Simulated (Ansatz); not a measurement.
Relaxation of a periodic cell of 17 atoms, Mg9O8 (host MgO, host structure Fm-3m, interstitial Mg), to a largest force component of 0.03 eV/Å in at most 60 steps.

Theory: DFT LDA, scalar-relativistic, plane waves, PAW (Ansatz 0.2.0). Settings: PAW set soft_1, cutoff 420 eV, k mesh 2x2x2, fermi-dirac smearing 0.02 eV, no spin polarisation.

```xyz
17
Lattice="0.0000 4.3100 4.3100 4.3100 0.0000 4.3100 4.3100 4.3100 0.0000" Properties=species:S:1:pos:R:3
Mg 0.000 0.000 0.000
O 2.155 2.155 2.155
Mg 2.155 2.155 0.000
O 4.310 4.310 2.155
Mg 2.155 0.000 2.155
O 4.310 2.155 4.310
Mg 4.310 2.155 2.155
O 6.465 4.310 4.310
Mg 0.000 2.155 2.155
O 2.155 4.310 4.310
Mg 2.155 4.310 2.155
O 4.310 6.465 4.310
Mg 2.155 2.155 4.310
O 4.310 4.310 6.465
Mg 4.310 4.310 4.310
O 6.465 6.465 6.465
Mg 3.165 3.218 1.043
```

Problem. Where does it end, and by what steps?

Solution. The run converged. The force dipped under the threshold on the way, but the program's further checks kept it going. Limits of this set-up: coarse k mesh, PAW files made for another functional. After 28 steps the energy has fallen by 5.927 eV; Mg3 moved furthest, 0.83 Å. Parted: O2–Mg3 (2.15 → 2.98 Å), Mg3–O8 (2.15 → 2.98 Å), Mg3–O12 (2.15 → 2.98 Å).

| step | energy less start (eV) | largest force component (eV/Å) | accepted |
| --- | --- | --- | --- |
| 0 | 0.0000 | 6.279 | yes |
| 1 | -4.1976 | 3.270 | yes |
| 2 | -5.7029 | 0.228 | yes |
| 3 | -5.7311 | 0.123 | yes |
| 4 | -5.7445 | 0.058 | yes |
| 5 | -5.7494 | 0.040 | yes |
| 6 | -5.7516 | 0.045 | yes |
| 7 | -5.7525 | 0.045 | yes |
| 8 | -5.7537 | 0.037 | yes |
| 9 | -5.7537 | 0.046 | no |
| 10 | -5.7537 | 0.037 | yes |
| 11 | -5.7537 | 0.046 | no |
| 12 | -5.7542 | 0.013 | yes |
| 13 | -5.7542 | 0.014 | yes |
| 14 | -5.7542 | 0.010 | yes |
| 15 | -5.7543 | 0.012 | yes |
| 16 | -5.7544 | 0.017 | yes |
| 17 | -5.7547 | 0.036 | yes |
| 18 | -5.7530 | 0.101 | no |
| 19 | -5.7565 | 0.050 | yes |
| 20 | -5.7573 | 0.046 | yes |
| 21 | -5.7924 | 0.266 | yes |
| 22 | -5.6430 | 1.242 | no |
| 23 | -5.8350 | 0.468 | yes |
| 24 | -5.8606 | 0.540 | yes |
| 25 | -5.8928 | 0.251 | yes |
| 26 | -5.9136 | 0.204 | yes |
| 27 | -5.9259 | 0.049 | yes |
| 28 | -5.9270 | 0.017 | yes |

```xyz
17
Lattice="0.0000 4.3100 4.3100 4.3100 0.0000 4.3100 4.3100 4.3100 0.0000" Properties=species:S:1:pos:R:3
Mg 0.075 0.077 0.015
O 2.249 2.251 2.391
Mg 1.673 1.677 -0.479
O 4.301 4.306 2.150
Mg 2.204 0.061 2.215
O 4.213 2.160 4.314
Mg 4.385 2.171 2.231
O 6.559 4.547 4.406
Mg 0.058 2.207 2.214
O 2.158 4.217 4.314
Mg 2.170 4.388 2.232
O 4.543 6.562 4.406
Mg 2.216 2.219 4.373
O 4.377 4.381 6.534
Mg 4.368 4.370 4.361
O 6.468 6.470 6.370
Mg 2.869 2.873 0.717
```

Whether the end is a true minimum wasn't checked by a vibrational analysis.

Time of the run: 100 s on 1 thread of Arm Neoverse V2 (shared host), peak memory 0.4 GiB.
